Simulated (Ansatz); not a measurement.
# CH8AlFSi2: one species, many methods

One table from this session's results is given with a row withheld; the runs are named, their logs left out.

Computed with Ansatz 0.2.0, Gaussian basis. Level: functionals in def2-TZVPP, the program's frozen cores in correlated methods.

Plan: PBE-D4, r2SCAN-D4, PBE0-D4, B3LYP-D4, ωB97X-V, ωB97M-V, B2PLYP; CCSD(T)/def2-TZVPP; MP2/def2-QZVPP; extrapolation to the limit.

### Structure used throughout

An earlier PBE0-D4 in a triple-zeta def2 set relaxation fixed the geometry.

SMILES `F[CH]([AlH2])[SiH2][SiH3]`, 13 atoms, charge 0, spin multiplicity 1.

Atoms are counted from 1 here; the program's logs count them from 0.

Bond lengths: F1–C2 1.411 Å, C2–Al3 1.977 Å, C2–Si4 1.894 Å, C2–H6 1.102 Å, Al3–H7 1.587 Å, Al3–H8 1.581 Å, Si4–Si5 2.346 Å, Si4–H9 1.489 Å, Si4–H10 1.491 Å, Si5–H11 1.488 Å, Si5–H12 1.488 Å, Si5–H13 1.488 Å. Angles: F1–C2–Al3 111.3°, F1–C2–Si4 109.2°, F1–C2–H6 107.4°, Al3–C2–Si4 114.3°, Al3–C2–H6 108.3°, Si4–C2–H6 106.1°, C2–Al3–H7 116.7°, C2–Al3–H8 120.4°, H7–Al3–H8 122.8°, C2–Si4–Si5 109.6°, C2–Si4–H9 110.6°, C2–Si4–H10 109.6°, Si5–Si4–H9 110.1°, Si5–Si4–H10 108.8°, H9–Si4–H10 108.0°, Si4–Si5–H11 109.7°, Si4–Si5–H12 110.6°, Si4–Si5–H13 110.5° and more.

The first run:

The input, in.yaml:

```yaml
crystal:
  periodic: [false, false, false]
  atoms:
    - {symbol: F, position_ang: [-2.126611, 1.607640, 0.677737]}
    - {symbol: C, position_ang: [-0.880476, 0.945112, 0.671354]}
    - {symbol: Al, position_ang: [-0.836636, -0.511836, 2.007029]}
    - {symbol: Si, position_ang: [-0.475223, 0.394251, -1.094984]}
    - {symbol: Si, position_ang: [1.661187, -0.574033, -1.146801]}
    - {symbol: H, position_ang: [-0.112720, 1.686688, 0.943625]}
    - {symbol: H, position_ang: [0.572136, -1.191403, 2.276695]}
    - {symbol: H, position_ang: [-2.161393, -0.963676, 2.743105]}
    - {symbol: H, position_ang: [-0.537567, 1.549438, -2.032434]}
    - {symbol: H, position_ang: [-1.473368, -0.617804, -1.543532]}
    - {symbol: H, position_ang: [2.106392, -0.730437, -2.557622]}
    - {symbol: H, position_ang: [1.643462, -1.913834, -0.500733]}
    - {symbol: H, position_ang: [2.641414, 0.285195, -0.428740]}
basis:
  gaussian: {orbitals: def2-TZVPP}
hamiltonian: {xc: pbe, dispersion: d4}
output: {forces: true, orbitals: {seedname: orbitals}}
```

Launch:

```sh
$ ansatz run in.yaml --threads 4 --pin off --events-out ev --progress --plain --max-ram 10444MiB
```

Steps of the session up to this table: PBE-D4 (GGA); r2SCAN-D4 (meta-GGA); PBE0-D4 (hybrid); B3LYP-D4 (hybrid); ωB97X-V (range-separated); ωB97M-V (range-separated); B2PLYP (double hybrid); CCSD(T) in def2-TZVPP; MP2 in def2-QZVPP.

One table of the session follows, with a row left open; its other results are not shown here.

It belongs to the step «Atomisation energies». 

| method | atomisation energy (kJ/mol) |
| --- | --- |
| PBE-D4 | 3915.1 |
| r2SCAN-D4 | 3925.9 |
| PBE0-D4 | 3881.6 |
| B3LYP-D4 | 3915.2 |
| ωB97X-V | 3955.9 |
| ωB97M-V | 3925.9 |
| B2PLYP | 3856.4 |
| HF/def2-TZVPP | 2924.4 |
| MP2/def2-TZVPP | 3820.5 |
| CCSD/def2-TZVPP | 3777.4 |
| CCSD(T)/def2-TZVPP | 3821.1 |
| MP2/CBS | 3924.5 |
| CCSD(T)/CBS | ? |

Q: Estimate the row for CCSD(T)/CBS from the others.

The run gave: atomisation energy (kJ/mol): 3925.0. In the column «atomisation energy (kJ/mol)» it lies between MP2/CBS (3924.5) and r2SCAN-D4 (3925.9).
